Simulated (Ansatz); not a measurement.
**SnTe (SMILES [Sn][Te]) at r2SCAN0/STO-3G**

What is the vertical ionisation energy of SnTe at r2SCAN0/STO-3G? 

The calculation is run with Ansatz 0.2.0.

45 further runs of the same task are left out: 16 that didn't finish, 29 set aside as unsound or not needed.

## 1. The structure to begin with

SnTe has 2 atoms, charge 0, and is taken as a singlet. As SMILES, `[Sn][Te]`. The shape is that of a PBE0-D4/def2-TZVP optimisation.

Bond lengths: Sn1–Te2 2.518 Å.

## 2. The energy at r2SCAN0/STO-3G

in.yaml

```yaml
crystal:
  periodic: [false, false, false]
  atoms:
    - {symbol: Sn, position_ang: [0.000000, 0.000000, 0.009440]}
    - {symbol: Te, position_ang: [-0.000000, -0.000000, 2.527330]}
basis:
  gaussian: {orbitals: STO-3G}
hamiltonian: {xc: {name: r2SCAN0}}
accuracy: high
```

Command:

```bash
$ ansatz run in.yaml --threads 1 --pin off --max-ram 3480MiB --events-out events.jsonl --progress --plain --runs-dir runs
```

Output:

```text
Warning: RAYON_NUM_THREADS=1 ignored (pool sized by the plan → 1); use --threads N
Functional definition: r2SCAN0
  name "r2SCAN0"
  parameter a = 0.25
  parameter k0 = 0.174
  parameter k1 = 0.065
  parameter a1 = 4.9479
  exchange = (1 - a)*r2scan_x(k0 = k0, k1 = k1, a1 = a1) + a*exact_x
  correlation = r2scan_c
827 factors; integrals over basis functions are off by at most 4.7e-9 eV
mean field evaluation 1: about -340552.7334 eV, gradient 1.8e1 eV
mean field evaluation 2: about -340524.6432 eV, gradient 7.0e1 eV
mean field evaluation 4: about -340555.6708 eV, gradient 1.0e0 eV
mean field evaluation 8: about -340555.6737 eV, gradient 4.0e-2 eV
mean field evaluation 16: about -340555.6737 eV, gradient 1.1e-8 eV
mean field -340555.67368857 eV, -12515.1901711285 hartree, gradient 7.6e-9 eV, S^2 0.000000; 0 other end points of the search recorded, 0 dependent functions left out
reference -340555.67368885 eV, -12515.1901711388 hartree; 51, 51 occupied and 3, 3 virtual orbitals, 827 factors
Total energy: -340555.67368885 eV, -12515.1901711388 hartree
```

Wall time 5.4 s (1 thread of AMD EPYC 9R14 (Zen 4), shared host); peak memory 0.23 GiB.

## 3. The doublet cation, same level

run.yaml

```yaml
crystal:
  periodic: [false, false, false]
  atoms:
    - {symbol: Sn, position_ang: [0.000000, 0.000000, 0.009440]}
    - {symbol: Te, position_ang: [-0.000000, -0.000000, 2.527330]}
basis:
  gaussian: {orbitals: STO-3G}
total_charge: 1
magnetization: {spin_polarized: true, initial_magnetization: 1}
accuracy: high
hamiltonian: {xc: {name: r2SCAN0}}
```

Command:

```bash
$ ansatz run run.yaml --threads 1 --pin off --max-ram 3480MiB --events-out events.jsonl --progress --plain --runs-dir runs
```

Output:

```text
Warning: RAYON_NUM_THREADS=1 ignored (pool sized by the plan → 1); use --threads N
Functional definition: r2SCAN0
  name "r2SCAN0"
  parameter a = 0.25
  parameter k0 = 0.174
  parameter k1 = 0.065
  parameter a1 = 4.9479
  exchange = (1 - a)*r2scan_x(k0 = k0, k1 = k1, a1 = a1) + a*exact_x
  correlation = r2scan_c
827 factors; integrals over basis functions are off by at most 4.7e-9 eV
mean field evaluation 1: about -340542.4966 eV, gradient 1.9e1 eV
mean field evaluation 2: about -340487.4245 eV, gradient 5.7e1 eV
mean field evaluation 4: about -340549.1738 eV, gradient 3.2e-1 eV
mean field evaluation 8: about -340549.1732 eV, gradient 1.6e-1 eV
mean field evaluation 16: about -340549.1743 eV, gradient 2.7e-4 eV
mean field evaluation 32: about -340548.8315 eV, gradient 3.6e0 eV
mean field -340549.17428362 eV, -12514.9513224021 hartree, gradient 3.4e-8 eV, S^2 0.793379; 3 other end points of the search recorded, 0 dependent functions left out
reference -340549.17428420 eV, -12514.9513224233 hartree; 51, 50 occupied and 3, 4 virtual orbitals, 827 factors
Total energy: -340549.17428420 eV, -12514.9513224233 hartree
```

Wall time 19 s (1 thread of AMD EPYC 9R14 (Zen 4), shared host); peak memory 0.46 GiB.

## 4. What came out

At r2SCAN0/STO-3G:

| quantity | value |
| --- | --- |
| singlet SnTe: total energy | -12515.19017 Eh |
| doublet cation: total energy | -12514.95132 Eh |
| doublet cation: ⟨S²⟩ | 0.793 |
| vertical ionisation energy (to the doublet cation) | 6.499 eV |

What this shows: Removing an electron at fixed nuclei costs 6.50 eV (150 kcal/mol). In a minimal basis such a difference can be off by several eV, whatever the method. Relativity is left out (singlet SnTe) although the molecule holds a heavy atom. Relativity is left out (doublet cation) although the molecule holds a heavy atom.
